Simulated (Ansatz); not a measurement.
# TiAl: biaxial against axial strain

Aim: for TiAl, map the energy over biaxial and axial strain.

Method: DFT PBEsol, scalar-relativistic, plane waves, PAW, in Ansatz 0.2.0.

## Step 1: Starting point

It takes space group P4/mmm (No. 123, tetragonal). The conventional cell has a = 2.837 Å, b = 2.837 Å, c = 4.059 Å, α = 90.00°, β = 90.00°, γ = 90.00°. Around Ti (site symmetry 4/mmm) lie 4 Ti at 2.84 Å and 8 Al at 2.85 Å. Around Al (site symmetry 4/mmm) lie 4 Al at 2.84 Å and 8 Ti at 2.85 Å.

As a file:

```
Ti Al
1.0
     2.83730    0.00000    0.00000
     0.00000    2.83730    0.00000
     0.00000    0.00000    4.05910
Ti Al
1 1
Direct
  0.00000 0.00000 0.00000
  0.50000 0.50000 0.50000
```

The cell is taken as given, not relaxed at this level.

## Step 2: The reference cell

The reference gives a free energy of -2999.2623 eV, pressure -3.93 GPa, largest force 0.000 eV/Å and gap on the mesh none (metal). It was computed beforehand with the settings of the runs below.

## Step 3: The scan: biaxial against axial strain

The cell is strained by p along both x and y and by q along z, with fractional coordinates fixed.

## Step 4: Point p = -0.030, q = -0.030

input.yaml

```yaml
crystal:
  lattice:
    - [2.752181, 0.0, 0.0]
    - [0.0, 2.752181, 0.0]
    - [0.0, 0.0, 3.937327]
  atoms:
    - { symbol: Ti, position: [0.0, 0.0, 0.0] }
    - { symbol: Al, position: [0.5, 0.5, 0.5] }
basis:
  ecutwfc: 420
kpoints:
  mp_grid: { grid: [16, 16, 12] }
hamiltonian:
  xc: pbesol
scf:
  occupations: { method: gaussian, width: 0.15 }
output:
  forces: true
  stress: true
  eigenvalues: true
```

Started as:

```console
$ ansatz run input.yaml --threads 1 --pin off --max-ram 1228MiB --backend cpu --events-out ev --progress --plain --runs-dir out
```

## Step 5: Point p = -0.030, q = 0.000

input.yaml: that of step 4 with these lines changed.

```diff
@@ -4,3 +4,3 @@
     - [0.0, 2.752181, 0.0]
-    - [0.0, 0.0, 3.937327]
+    - [0.0, 0.0, 4.0591]
   atoms:
```

## Step 6: At p = -0.030, q = 0.030

input.yaml: that of step 5 with these lines changed.

```diff
@@ -4,3 +4,3 @@
     - [0.0, 2.752181, 0.0]
-    - [0.0, 0.0, 4.0591]
+    - [0.0, 0.0, 4.180873]
   atoms:
```

## Step 7: p = 0.000, q = -0.030

input.yaml: that of step 6 with these lines changed.

```diff
@@ -2,5 +2,5 @@
   lattice:
-    - [2.752181, 0.0, 0.0]
-    - [0.0, 2.752181, 0.0]
-    - [0.0, 0.0, 4.180873]
+    - [2.8373, 0.0, 0.0]
+    - [0.0, 2.8373, 0.0]
+    - [0.0, 0.0, 3.937327]
   atoms:
```

## Step 8: At p = 0.000, q = 0.030

input.yaml: that of step 7 with these lines changed.

```diff
@@ -4,3 +4,3 @@
     - [0.0, 2.8373, 0.0]
-    - [0.0, 0.0, 3.937327]
+    - [0.0, 0.0, 4.180873]
   atoms:
```

## Step 9: Point p = 0.030, q = -0.030

input.yaml: that of step 8 with these lines changed.

```diff
@@ -2,5 +2,5 @@
   lattice:
-    - [2.8373, 0.0, 0.0]
-    - [0.0, 2.8373, 0.0]
-    - [0.0, 0.0, 4.180873]
+    - [2.922419, 0.0, 0.0]
+    - [0.0, 2.922419, 0.0]
+    - [0.0, 0.0, 3.937327]
   atoms:
```

## Step 10: Point p = 0.030, q = 0.000

input.yaml: that of step 9 with these lines changed.

```diff
@@ -4,3 +4,3 @@
     - [0.0, 2.922419, 0.0]
-    - [0.0, 0.0, 3.937327]
+    - [0.0, 0.0, 4.0591]
   atoms:
```

## Step 11: Point p = 0.030, q = 0.030

input.yaml: that of step 10 with these lines changed.

```diff
@@ -4,3 +4,3 @@
     - [0.0, 2.922419, 0.0]
-    - [0.0, 0.0, 4.0591]
+    - [0.0, 0.0, 4.180873]
   atoms:
```

## Step 12: Point p = -0.030, q = -0.015

input.yaml: that of step 11 with these lines changed.

```diff
@@ -2,5 +2,5 @@
   lattice:
-    - [2.922419, 0.0, 0.0]
-    - [0.0, 2.922419, 0.0]
-    - [0.0, 0.0, 4.180873]
+    - [2.752181, 0.0, 0.0]
+    - [0.0, 2.752181, 0.0]
+    - [0.0, 0.0, 3.9982135]
   atoms:
```

(Steps that only read results are left out.)

Q: Predict the outcome of this session. Wanted: highest point; lowest point away from the origin.

**Answer**, as computed:

```
                         quantity                                     value
                    highest point  76.6 meV/atom at (p, q) = (0.030, 0.030)
lowest point away from the origin          -3.1 meV/atom at (0.000, -0.030)
```

**Reading.** Of the points run, the lowest is (0.000, -0.030), 3.1 meV/atom below the undisturbed cell, which was taken as given and not relaxed at this level. At |p| = |q| = 0.030, points where p and q have the same sign cost 44.5 meV/atom on average, those of opposite sign 14.3: stretching in the plane is cheaper with a contraction along z.
